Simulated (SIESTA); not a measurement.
# In3SbTe2 under changes of volume

One of the cells (29.753 Å³/atom); the others are scaled copies at fixed shape and fractional positions:

```
Te Sb In
1.0
    -2.22186    3.10504    6.46908
     2.22186   -3.10504    6.46908
     2.22186    3.10504   -6.46908
Te Sb In
2 1 3
Cartesian
  0.0000 3.1050 4.2532
  2.2219 0.0000 2.2159
  0.0000 3.1050 0.0000
  0.0000 0.0000 4.3865
  0.0000 0.0000 8.5516
  0.0000 0.0000 0.0000
```

The cell comes from a database or a generator and needn't be the stable form of this composition.

| Item | Value |
| --- | --- |
| Program | SIESTA 5.4.2 |
| Functional | PBEsol |
| Potentials or basis | PseudoDojo 0.4 standard (PBEsol files) |
| Basis | DZP (energy shift 0.003 Ry; two zetas on semicore shells) |
| Grid cutoff | 500 Ry |
| Energy shift | 0.003 Ry |
| k mesh | 7 × 7 × 7 |
| Occupations | fermi-dirac, width 0.05 eV |
| Spin | no spin polarisation |

```tsv
volume (Å³/atom)	energy over the lowest point (meV/atom)	pressure (GPa)	largest force (eV/Å)
28.539	0.00	0.6	0.153
29.146	?	?	?
29.753	5.57	-1.4	0.141
30.968	22.12	-2.9	0.126
31.575	34.38	-3.5	0.120
```

**Question.** What does the run at 29.146 Å³/atom give?

**Answer.** Energy over the lowest point 1.98 meV/atom; pressure -0.5 GPa; largest force 0.147 eV/Å.

Worked out: A Birch-Murnaghan fit of order 2 (a polynomial in V^(-2/3)) to the other rows has its minimum at 28.64 Å³/atom with B0 = V·E''(V) = 43 GPa at fixed shape and positions, which overstates the stiffness. It gives 1.17 meV/atom at 29.146 Å³/atom, against the run's 1.98, and -dE/dV = -0.7 GPa, against -0.5.

Energies are extrapolated to zero smearing.

Caveats: the basis of atomic orbitals isn't converged, which shifts pressures, moduli and gaps.
